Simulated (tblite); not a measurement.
# Bi33H15: the cost of one run

Programs: tblite 0.8.0 and PySCF 2.14.0, with routines of our own; each step states its level. All values are computed. Atoms count from 0.

## 1. The system as given

48 atoms, charge 0, multiplicity 1; geometry from: force field, distance geometry or constructed start.

## 2. Optimising the geometry with GFN2-xTB

Job settings and geometry (Å):

```
{"job": {"kind": "relax", "xc": "GFN2-xTB", "basis": "xTB"}, "charge": 0, "multiplicity": 1}
Bi     0.004900    -0.106500    -0.858700
Bi    -2.178600     1.153900     0.866000
Bi    -4.345500    -0.107000    -0.856100
Bi    -4.351400    -2.612200     0.866700
Bi    -2.176400    -3.873700    -0.853700
Bi    -0.003300    -2.617100     0.870300
Bi     6.526200     3.664900    -0.860400
Bi     4.354100     4.921800     0.874400
Bi     2.178100     3.661100    -0.857500
Bi     2.172600     1.150500     0.874500
Bi     4.348600    -0.105900    -0.859200
Bi     6.523600     1.149300     0.872900
Bi    -6.529500    -3.871800    -0.852100
Bi    -6.523900    -6.385000     0.870200
Bi    -4.352900    -7.635200    -0.856900
Bi    -2.177300    -6.383800     0.879200
Bi     2.175800    -3.870600    -0.856200
Bi     4.349600    -2.620000     0.871900
Bi     4.350100     7.432800    -0.854600
Bi     2.178200     8.687900     0.875600
Bi    -0.002300     7.434800    -0.855600
Bi    -0.000900     4.920600     0.872700
Bi     6.529500    -3.867900    -0.850500
Bi     2.171200    -6.388700     0.871400
Bi     4.351200    -7.637700    -0.856200
Bi     6.520000    -6.385300     0.875400
Bi    -2.174700     3.665500    -0.857800
Bi    -2.176000     8.687600     0.874100
Bi    -4.350100     7.431400    -0.859100
Bi    -4.349600     4.919500     0.876300
Bi     0.003600    -7.639700    -0.858200
Bi    -6.528000     3.664500    -0.856900
Bi    -6.527100     1.151400     0.871000
H      7.819100     4.407200     0.173300
H      7.818200     0.407800    -0.157000
H     -7.816500    -3.125000     0.166700
H     -7.817800    -7.129600    -0.157800
H     -4.349800    -9.128500     0.167000
H      5.642800     8.172400     0.169500
H      2.170600    10.181000    -0.152500
H      7.816900    -3.129500     0.173400
H      4.356600    -9.136600     0.173300
H      7.821900    -7.128700    -0.157300
H     -2.172800    10.177100    -0.155500
H     -5.645400     8.178000     0.172000
H     -0.001900    -9.129400     0.166200
H     -7.814600     4.408600     0.169000
H     -7.817300     0.408600    -0.151400
```

Command:

```
$ OMP_NUM_THREADS=8 python large_run.py task.json out
```

This one command runs all jobs of the session in turn.

Q: Estimate the wall time and peak memory of this first job on 8 threads of Arm Neoverse N1, shared host.

About 2 s, with a peak of 0.17 GiB.
